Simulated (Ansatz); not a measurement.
Crystal: Ta3AsAu2O13.

```
Ta As Au O
1.0
     5.40201    0.00000    0.00000
    -2.01800    5.60729    0.00000
    -0.72047   -1.86882    8.44060
Ta As Au O
3 1 2 13
Direct
  0.37386 0.58885 0.59831
  0.46236 0.26627 0.18689
  0.70830 0.86746 0.02761
  0.97877 0.98236 0.65371
  0.10388 0.53998 0.17237
  0.66302 0.32022 0.80522
  0.06196 0.03577 0.14158
  0.98182 0.01457 0.85130
  0.11152 0.27055 0.61508
  0.16027 0.81199 0.58364
  0.43055 0.53360 0.06777
  0.91171 0.61275 0.98081
  0.60406 0.15754 0.98626
  0.55565 0.98713 0.20984
  0.30756 0.45473 0.35006
  0.79668 0.50556 0.28659
  0.66380 0.88131 0.55106
  0.47145 0.71751 0.81742
  0.65279 0.45184 0.61449
```

The cell was built by a generator and needn't be a form met in nature.

```yaml
Program: Ansatz 0.2.0
Task: relaxation of cell and atoms
Functional: revPBE
Potentials_or_basis: Ansatz PAW
Cutoff: "420 eV (not typed: the program's choice for these potentials)"
k_mesh: 4 × 4 × 3
Occupations: fermi-dirac, width 0.05 eV
Spin: no spin polarisation
```

At the start: volume 13.46 Å³/atom.

Task: How do energy, volume and symmetry change on relaxing?

Result: It ends after 12 steps and the volume is 13.82 Å³/atom (+2.7 %); space group P1 (No. 1, to 0.05 Å).

The path:
```
step  energy change (eV)  largest force (eV/Å)  volume (Å³)
   1              0.0000                0.1358       255.67
   2             -0.0158                0.2092       261.95
   3             -0.0233                0.1349       261.25
   4             -0.0249                0.1085       261.24
   5             -0.0252                0.0407       261.82
   6             -0.0253                0.0120       261.90
   7             -0.0248                0.0149       262.06
   8             -0.0249                0.0110       262.04
   9             -0.0512                0.0108       262.04
  10             -0.0491                0.0223       262.71
  11             -0.0494                0.0084       262.66
  12             -0.0516                0.0084       262.66
```

Final structure:
```
Ta As Au O
1.0
     5.43875    0.00106   -0.00653
    -2.03063    5.64646   -0.00395
    -0.73595   -1.89178    8.55534
Ta As Au O
3 1 2 13
Direct
  0.37814 0.58825 0.60025
  0.46153 0.27000 0.18671
  0.70494 0.86977 0.02761
  0.98267 0.98247 0.65250
  0.10372 0.54052 0.17397
  0.66658 0.32339 0.80936
  0.05568 0.03732 0.13810
  0.98288 0.01777 0.84779
  0.11168 0.26858 0.61137
  0.16421 0.81162 0.58491
  0.42964 0.53613 0.06965
  0.91043 0.61541 0.98385
  0.60422 0.15959 0.98739
  0.54957 0.98791 0.20656
  0.30775 0.45158 0.34964
  0.79517 0.50196 0.28534
  0.66785 0.87286 0.54988
  0.47191 0.71711 0.81685
  0.65144 0.44776 0.61829
```

Caveat: the plane-wave basis is chosen anew once the cell has moved, so the energies of steps on either side of that aren't comparable; the pressure holds a Pulay correction of +0.6 GPa for the finite cutoff; the PAW data sets come from PBE, with cores solved anew for the run's functional, which leaves a small shift of forces and pressure.
